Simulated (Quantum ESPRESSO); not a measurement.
TiNi:

```xyz
4
Lattice="4.0860 0.0000 0.0000 0.0000 2.8562 0.0000 0.0000 0.0000 4.5868" Properties=species:S:1:pos:R:3 pbc="T T T"
Ni    3.0645    0.0000    3.7656
Ni    1.0215    0.0000    0.8211
Ti    3.0645    1.4281    1.2586
Ti    1.0215    1.4281    3.3281
```

The cell comes from a database or a generator and needn't be the stable form of this composition.

```yaml
Program: Quantum ESPRESSO 7.5
Task: single point
Functional: PBEsol
Potentials_or_basis: GBRV 1.5 PBEsol
Cutoff: 612 eV
Density_cutoff: 4898 eV
k_mesh: 7 × 9 × 6
Occupations: fermi-dirac, width 0.05 eV
Spin: collinear spin, ferromagnetic start
Starting_moments: "[1.0, 1.0, 1.0, 1.0] μB"
```

On this cell: pressure -2.9 GPa; largest force 0.089 eV/Å; net moment 0.00 μB per cell; band gap on the k mesh none (metal or under the smearing width).

The same run follows on a disturbed copy (atoms moved at random, drawn with an rms of 0.05 Å):

```
CELL_PARAMETERS angstrom
4.08604 0.00000 0.00000
0.00000 2.85620 0.00000
0.00000 0.00000 4.58676
ATOMIC_POSITIONS crystal
Ni 0.75051 0.99178 0.82252
Ni 0.25102 0.99379 0.17476
Ti 0.75456 0.49544 0.27874
Ti 0.24966 0.48123 0.71813
```

Q: What does the disturbed cell give?

A: The energy (extrapolated to zero smearing) moves by +3.5 meV/atom; pressure -3.4 GPa; largest force 0.299 eV/Å; net moment 0.00 μB per cell; band gap on the k mesh none (metal or under the smearing width).

Forces on the atoms (eV/Å):
```
Ni  -0.002 -0.057 -0.147
Ni   0.043 -0.044  0.143
Ti  -0.104  0.009 -0.274
Ti   0.063  0.092  0.277
```

Stress tensor (GPa, compression positive):
```
-2.94  0.00 -0.05
 0.00 -4.18 -0.74
-0.05 -0.74 -3.04
```
